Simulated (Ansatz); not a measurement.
# BiTe (Fm-3m) in Ansatz: notebook

Runs on BiTe. Level: HSE06 form with a typed share of exact exchange. Tasks: single point.

All numbers are computed with Ansatz 0.2.0; they aren't measurements. Logs are shortened: lines on timing, memory, paths and dates and some standing lists are left out, and cuts for length are marked.

### Step 1. Starting point

The structure is cubic, space group Fm-3m (No. 225). Conventional cell: a = 6.470 Å, b = 6.470 Å, c = 6.470 Å, α = 90.00°, β = 90.00°, γ = 90.00°. Bi (site symmetry m-3m) has 6 Te at 3.23 Å as nearest neighbours. Te (site symmetry m-3m) is surrounded by 6 Bi at 3.23 Å.

### Step 2. Single point, HSE06 form with a typed share of exact exchange

File input.yaml:

```yaml
crystal:
  lattice:
    - [0.0, 3.235, 3.235]
    - [3.235, 0.0, 3.235]
    - [3.235, 3.235, 0.0]
  atoms:
    - { symbol: Bi, position: [0.0, 0.0, 0.0] }
    - { symbol: Te, position: [0.5, 0.5, 0.5] }
hamiltonian:
  xc: { exchange: pbe, correlation: pbe, exx: { coeff: 0.25, omega: 0.2 } }
  pseudopotentials: { kind: paw }
kpoints:
  mp_grid: { grid: [4, 4, 4] }
scf:
  occupations: { method: fermi_dirac, width: 0.05 }
output:
  forces: true
  stress: true
  eigenvalues: true
```

Potentials or basis: Ansatz PAW.

Run with:

```
> ansatz run input.yaml --threads 2 --pin off --max-ram 5632MiB --backend cpu --events-out ev --progress --plain --runs-dir out
```

Output:

```text
Warning: output.stress: scf.convergence.dr2_threshold = 1e-7 eV (the SCF's general default) is looser than the 2e-10 eV advised for a printed stress (1e-10 eV for each atom of the cell: 2). What an SCF threshold leaves in a stress goes as its square root, and in the free energy as the threshold itself, and one threshold admits the most on a small cell: of the crystals measured, under no hybrid functional and no lock of the moments, on runs that ended without the residual-converged pass, on stresses that held no estimate of that error, the worst erred by over 100 MPa in a component at 1e-7 eV an atom and by under 5 at 1e-10. Set scf.convergence.dr2_threshold to 2e-10 eV or tighter. The threshold is an SCF's pass mark: one that does not reach it within its budget of iterations ends unconverged, or closes short of it on a stop that the run arms, and scf.convergence.dr2_threshold's page says what that costs each kind of run
Warning: output.stress: scf.exx.energy_threshold = 1e-6 eV is looser than the 2e-8 eV advised for a stress under a hybrid functional (1e-8 eV for each atom of the cell: 2). Every SCF of the exchange loop can meet its threshold on dr2 while the loop round them stops early: no threshold on dr2 bounds what that leaves in the stress. Set scf.exx.energy_threshold to 2e-8 eV or tighter. The threshold is the loop's pass mark: a loop that does not reach it within its budget of cycles ends unconverged, and scf.exx.energy_threshold's page has the law
Warning: RAYON_NUM_THREADS=2 ignored (pool sized by the plan → 2); use --threads N
Engine: ansatz 0.2.0, aarch64-unknown-linux-gnu
Pseudopotentials: kind: paw
Pseudopotential: Bi, paw, valence charge 15, recommended cutoff 420 eV (normal), Bi.paw.azcp
Pseudopotential: Te, paw, valence charge 16, recommended cutoff 420 eV (normal), Te.paw.azcp
Functional definition: unnamed
  parameter a_1 = 0.25
  parameter omega_1 = 0.2/angstrom
  exchange = pbe_x + (-a_1)*pbe_x_sr(omega_1) + a_1*exact_x_sr(omega_1)
  correlation = pbe_c
Crystal: 2 atoms, lattice volume = 67.710 Å³
Basis set: ecut = 420 eV, 1363 PW (Γ), exchange–correlation on 64×64×64 points (8 copies of the dense FFT grid, shifted against one another)
Bands: 20, of which v1, the nominal top of the filled ones, is band 16 counted from 1 (15 counted from 0)
Symmetry: 48 space group operations
Space group: Fm-3m (ITA 225), of the structure as read, at distance tolerance 4.1e-5 Å
k-points: 8 of 64
Non-local potential: Bi, projectors of the file, l = 0: 2, l = 1: 2, l = 2: 2, l = 3: 2
Non-local potential: Te, projectors of the file, l = 0: 2, l = 1: 2, l = 2: 2, l = 3: 2
PAW form: soft (Blöchl's): semilocal exchange-correlation on the pseudo side does not see the compensation charge
PAW frozen core: Bi, regenerated for the run's functional, and the local potential with it (the file was generated under x = pbe(κ = 0.804, μ = 0.2195149727645171), c = pbe(β = 0.06672455060314922))
PAW frozen core: Te, regenerated for the run's functional, and the local potential with it (the file was generated under x = pbe(κ = 0.804, μ = 0.2195149727645171), c = pbe(β = 0.06672455060314922))
PAW one-centre angular grid: Bi, 590 points (default); XC on 64 Gauss nodes
PAW one-centre angular grid: Te, 590 points (default); XC on 64 Gauss nodes
Initial density: superposition of atomic densities (neutral atoms: chi_scale 0, normalization atom), corrected by the library's trained network
Initial wavefunctions: pseudopotential atomic-orbital guess
Functional: x = pbe(κ = 0.804, μ = 0.2195149727645171), c = pbe(β = 0.06672455060314922), warm-up for x = pbe(κ = 0.804, μ = 0.2195149727645171) + 0.25 (exact − pbe) at short range (hse, ω = 0.2 Å⁻¹), c = pbe(β = 0.06672455060314922)
SCF iter   1: F=—  HF=-19376.687160 eV  |F-HF|=—  |Δ(HF+E_count)|=         —  Δρ=1.44e-3  dr2=2.50e-3  ethr=1.77e-3  ⟨swp⟩=11.8  Hψ=703  notcnv=0
preconditioner: auto → Kerker (q_TF=auto, 2.395 Å⁻¹)  [metal: Δε(μ)=0.086 eV  Ē_g=9.533 eV  σ=0.050 eV  W_gap=0.39  n_scr=14 (ndim 8)  ℏωp=15.0 eV  f_vac=0.012  D(μ)=3.11/eV (n_scr^D=26)]
SCF iter   2: F=—  HF=-19376.687980 eV  |F-HF|=—  |Δ(HF+E_count)|=   8.20e-4  Δρ=9.11e-4  dr2=1.01e-3  ethr=8.07e-6  ⟨swp⟩=4.6  Hψ=477  notcnv=0  defer=6
iter 3 solved again at ethr=2.30e-7 eV; its pass at ethr=3.24e-6 eV (dr2=7.13e-5 eV) is discarded
SCF iter   3: F=—  HF=-19376.687947 eV  |F-HF|=—  |Δ(HF+E_count)|=   3.35e-5  Δρ=2.28e-4  dr2=7.15e-5  ethr=2.30e-7  ⟨swp⟩=3.2  Hψ=623  notcnv=0  defer=2
SCF iter   4: F=—  HF=-19376.687960 eV  |F-HF|=—  |Δ(HF+E_count)|=   1.37e-5  Δρ=7.29e-5  dr2=7.10e-6  ethr=2.30e-7  ⟨swp⟩=3.1  Hψ=310  notcnv=0  defer=2
SCF iter   5: F=—  HF=-19376.687967 eV  |F-HF|=—  |Δ(HF+E_count)|=   7.05e-6  Δρ=2.19e-5  dr2=2.76e-7  ethr=2.29e-8  ⟨swp⟩=3.2  Hψ=337  notcnv=0  defer=1
SCF iter   6: F=—  HF=-19376.687968 eV  |F-HF|=—  |Δ(HF+E_count)|=   1.01e-6  Δρ=6.99e-6  dr2=2.69e-8  ethr=8.90e-10  ⟨swp⟩=3.5  Hψ=415  notcnv=0  defer=1
SCF iter   7: F=—  HF=-19376.687969 eV  |F-HF|=—  |Δ(HF+E_count)|=   1.04e-7  Δρ=1.37e-6  dr2=1.20e-9  ethr=8.68e-11  ⟨swp⟩=3.6  Hψ=339  notcnv=0  defer=1
SCF iter   8: F=-19376.687969 eV  HF=-19376.687969 eV  |F-HF|=7.28e-11  |Δ(HF+E_count)|=   3.38e-9  Δρ=2.72e-7  dr2=3.95e-11  ethr=3.88e-12  ⟨swp⟩=3.8  Hψ=384  notcnv=0  defer=1
SCF 1 converged in 8 iterations: F = -19376.687969 eV  dr2 = 3.95e-11
Initial density: handed on by an earlier stage of this run
Initial wavefunctions: those handed on with the density
Functional: x = pbe(κ = 0.804, μ = 0.2195149727645171) + 0.25 (exact − pbe) at short range (hse, ω = 0.2 Å⁻¹), c = pbe(β = 0.06672455060314922)
Exchange kernel: α = 0.2500, screened, ω = 0.2000 Å⁻¹, Wigner–Seitz truncation, v(0) = 1120.5807 eV·Å³, q-mesh 4×4×4, nearest image of the exchange supercell L = 18.30 Å, pair-density grid 18×18×18, without the augmentation charges, whose exchange is taken in its separable form by FFT convolution over the k-point mesh (sized by the pseudopotential files, 25×25×25 at the most), smooth part of the exact exchange by density-matrix convolution
Frozen-core exchange: fock
iter 1 solved again at ethr=1.56e-5 eV; its pass at ethr=1.00e-1 eV (dr2=4.84e-3 eV) is discarded
SCF iter   1: F=—  HF=-19384.735201 eV  |F-HF|=—  |Δ(HF+E_count)|=         —  Δρ=3.92e-3  dr2=5.76e-3  ethr=1.56e-5  ⟨swp⟩=5.2  Hψ=940  notcnv=0
preconditioner: auto → none  [insulator: Δε(μ)=0.170 eV  Ē_g=10.608 eV  σ=0.050 eV  W_gap=0.66  n_scr=14 (ndim 8)  ℏωp=15.0 eV  f_vac=0.013  D(μ)=2.06/eV (n_scr^D=14)]
SCF iter   2: F=—  HF=-19384.733757 eV  |F-HF|=—  |Δ(HF+E_count)|=   1.44e-3  Δρ=1.58e-3  dr2=1.37e-3  ethr=1.56e-5  ⟨swp⟩=2.2  Hψ=288  notcnv=0
SCF iter   3: F=—  HF=-19384.738250 eV  |F-HF|=—  |Δ(HF+E_count)|=   4.49e-3  Δρ=6.45e-4  dr2=1.91e-4  ethr=2.74e-6  ⟨swp⟩=4.1  Hψ=393  notcnv=0  defer=1
SCF iter   4: F=—  HF=-19384.738218 eV  |F-HF|=—  |Δ(HF+E_count)|=   3.20e-5  Δρ=7.19e-5  dr2=1.50e-5  ethr=5.41e-7  ⟨swp⟩=2.8  Hψ=304  notcnv=0
SCF iter   5: F=-19384.738291 eV  HF=-19384.738292 eV  |F-HF|=1.04e-6  |Δ(HF+E_count)|=   7.36e-5  Δρ=7.85e-5  dr2=3.64e-6  ethr=1.80e-8  ⟨swp⟩=4.4  Hψ=495  notcnv=0  defer=1
SCF 2 stopped early in 5 iterations: F = -19384.738291 eV  dr2 = 3.64e-6
hybrid outer 1: dexx = +5.217e-3 eV, tail = 6.12e-5 eV
Exchange kernel: α = 0.2500, screened, ω = 0.2000 Å⁻¹, Wigner–Seitz truncation, v(0) = 1120.5807 eV·Å³, q-mesh 4×4×4, nearest image of the exchange supercell L = 18.30 Å, pair-density grid 18×18×18, without the augmentation charges, whose exchange is taken in its separable form by FFT convolution over the k-point mesh (sized by the pseudopotential files, 25×25×25 at the most), smooth part of the exact exchange by density-matrix convolution
Frozen-core exchange: fock
SCF iter   1: F=—  HF=-19384.738225 eV  |F-HF|=—  |Δ(HF+E_count)|=         —  Δρ=3.58e-5  dr2=1.96e-6  ethr=9.88e-7  ⟨swp⟩=4.4  Hψ=346  notcnv=0
preconditioner: auto → none  [insulator: Δε(μ)=0.205 eV  Ē_g=10.613 eV  σ=0.050 eV  W_gap=0.72  n_scr=14 (ndim 8)  ℏωp=15.0 eV  f_vac=0.012  D(μ)=1.71/eV (n_scr^D=14)]
SCF iter   2: F=—  HF=-19384.738225 eV  |F-HF|=—  |Δ(HF+E_count)|=   2.23e-7  Δρ=1.20e-5  dr2=1.26e-7  ethr=6.18e-9  ⟨swp⟩=4.0  Hψ=416  notcnv=0
SCF iter   3: F=—  HF=-19384.738225 eV  |F-HF|=—  |Δ(HF+E_count)|=   2.84e-7  Δρ=5.97e-6  dr2=2.80e-8  ethr=2.50e-10  ⟨swp⟩=4.4  Hψ=450  notcnv=0  defer=3
SCF iter   4: F=-19384.738225 eV  HF=-19384.738225 eV  |F-HF|=1.02e-10  |Δ(HF+E_count)|=   1.72e-9  Δρ=2.34e-6  dr2=3.18e-9  ethr=7.28e-11  ⟨swp⟩=2.8  Hψ=311  notcnv=0  defer=1
SCF 3 converged in 4 iterations: F = -19384.738225 eV  dr2 = 3.18e-9
  Residual-converged pass: ⟨swp⟩=3.9  Hψ=399  notcnv=0  max |occ|·‖R‖ = 2.2e-6 eV (tolerance 2.4e-6 eV)  dr2=3.28e-9  dr2_onsite=1.52e-10  max |Δocc| = 7.5e-12
hybrid outer 2: dexx = +3.250e-7 eV, tail = 1.12e-8 eV, Δε = 2.86e-3 eV (about 9.51e-5 eV left of the loop's levels)
hybrid SCF converged: 2 outer / 9 inner (+8 warm-up), last move |dexx| = 3.25e-7 eV, tail = 1.12e-8 eV
Stability not checked: this state was not tested for a lower state beside it, because the functional holds exact exchange (a hybrid, or Hartree-Fock), whose exchange loop this test does not read (fock_operator; see scf.lower_state_search)
Free energy (F): -19384.738225 eV
Frozen-core exchange: fock
Harris-Foulkes:  -19384.738225 eV  (|F-HF|=1.02e-10)
Internal energy: -19384.723967 eV  (E = F + TS)
E sigma→0 (E₀):  -19384.731096 eV
Entropy (-TS):   -0.014258 eV (-7.129 meV/atom)
Fermi energy:    9.739465 eV
--- Per-component energies (eV) ---
  E_band       = -424.265622
  E_kinetic    = 479.810482
  E_local      = -2758.972913  (includes V_loc(G=0)·N_el)
  E_nonlocal   = 250.089719
  E_hartree    = 1290.066356
  E_xc         = -221.048758
  E_vxc        = -198.309891  (∫ρ·V_xc dr)
  E_exx        = -80.243854  (= α·E_x^exact, valence–valence)
  E_paw        = -15308.240637  (= ΣΔE_a)
  E_vpaw       = -616.526877  (= ΣTr[D̂ρ^β])
  E_aug_tail   = -0.000616  (compensation charges beyond the density's cutoff)
  E_ewald      = -3036.155726
  E_core_change = -0.028015  (= ΣΔE_core)
  E_smearing   = -0.014258  (= −TS)
  E_closure    = -0.000006  (closes the sum)
  Σ components = -19384.738225   (vs F -19384.738225, Δ=0.00e0)
--- Forces (eV/Å), atoms counted from 1 ---
  atom   1  Bi    -0.00000000     0.00000000     0.00000000
  atom   2  Te     0.00000000     0.00000000    -0.00000000
  max |Σ_I F_I| component: 2.63e-30 eV/Å
--- Stress (GPa, compression-positive) ---
       -1.304919      -0.000000      -0.000000
        0.000000      -1.304919       0.000000
        0.000000       0.000000      -1.304919
  P = ⅓ Tr σ = -1.3049 GPa (-13.049 kbar)
--- Band table (eV; the first three rows and the last of 8) ---
  k-point 0: bands = ["-30.3220", "-30.3220", "-30.3170", "-30.3170", "-30.3170", "-15.6178", "-15.6178", "-15.6065", "-15.6065", "-15.6065", "-5.3125", "0.9596", "6.7090", "6.7090", "6.7090", "12.2679", "12.2679", "12.2679", "14.8084", "14.8084"]
  k-point 1: bands = ["-30.3218", "-30.3218", "-30.3168", "-30.3167", "-30.3167", "-15.6205", "-15.6205", "-15.6056", "-15.6035", "-15.6035", "-4.6947", "-0.4876", "6.9375", "6.9375", "7.3097", "10.3987", "10.5088", "10.5088", "14.9928", "15.9652"]
  k-point 2: bands = ["-30.3217", "-30.3217", "-30.3167", "-30.3165", "-30.3165", "-15.6236", "-15.6236", "-15.6045", "-15.6001", "-15.6001", "-3.1838", "-2.6464", "7.4329", "7.4329", "7.9284", "8.9669", "9.0380", "9.0380", "17.6274", "18.1581"]
  k-point 7: bands = ["-30.3221", "-30.3216", "-30.3166", "-30.3166", "-30.3160", "-15.6294", "-15.6185", "-15.6031", "-15.6031", "-15.5958", "-2.7700", "-2.1855", "4.0154", "4.0154", "7.8586", "9.4835", "14.1678", "14.1678", "15.3700", "15.3700"]
```

Wall time 15 s (2 threads of Arm Neoverse V1, shared host); peak memory 0.87 GiB.

Results:

| Quantity | Value |
| --- | --- |
| Free energy | -19384.7382 eV |
| Pressure | -1.3 GPa |
| Band gap on the k mesh | none (metal or under the smearing width) |

Caveat: the k mesh is coarse (spacing up to 0.42 Å⁻¹), so the values aren't converged, least of all with exact exchange; spin-orbit coupling is left out, which moves the levels of the heavy elements; the PAW data sets come from PBE, with cores solved anew for the run's functional, which leaves a small shift of forces and pressure; the thresholds are loose for stress.

### Step 3. Single point, HSE06 form with a typed share of exact exchange

Changes to input.yaml since step 2:

```diff
@@ -9,3 +9,3 @@
 hamiltonian:
-  xc: { exchange: pbe, correlation: pbe, exx: { coeff: 0.25, omega: 0.2 } }
+  xc: { exchange: pbe, correlation: pbe, exx: { coeff: 0.25, omega: 0.3 } }
   pseudopotentials: { kind: paw }
@@ -19 +19,5 @@
   eigenvalues: true
+  write_density: true
+  write_potential: true
+  elf: true
+  volumetric_format: npy
```

Potentials or basis: Ansatz PAW.

Run with:

```
> ansatz run input.yaml --threads 2 --pin off --max-ram 5632MiB --backend cpu --events-out ev --progress --plain --runs-dir out
```

Run time: 15 s. Hardware: 2 threads of Arm Neoverse V1, shared host; peak memory 0.88 GiB.

Results (log left out):

```yaml
Free_energy: -19384.7480 eV
Pressure: -1.0 GPa
Band_gap_on_the_k_mesh: none (metal or under the smearing width)
```

Levels at points of the mesh, in eV from the Fermi level:
| k point | band 11 | band 12 | band 13 | band 14 | band 15 | band 16 | band 17 | band 18 | band 19 | band 20 |
| --- | --- | --- | --- | --- | --- | --- | --- | --- | --- | --- |
| (0.00, 0.00, 0.00) | -14.83 | -8.64 | -2.90 | -2.90 | -2.90 | 2.42 | 2.42 | 2.42 | 4.98 | 4.98 |
| (0.00, 0.00, -0.50) | -12.71 | -12.17 | -2.21 | -2.21 | -1.73 | -0.77 | -0.67 | -0.67 | 7.77 | 8.30 |
| (0.00, -0.50, -0.50) | -12.84 | -10.73 | -6.28 | -4.50 | -4.50 | 2.42 | 3.97 | 3.97 | 5.45 | 9.27 |

Caveat: the k mesh is coarse (spacing up to 0.42 Å⁻¹), so the values aren't converged, least of all with exact exchange; spin-orbit coupling is left out, which moves the levels of the heavy elements; the PAW data sets come from PBE, with cores solved anew for the run's functional, which leaves a small shift of forces and pressure; the thresholds are loose for stress.
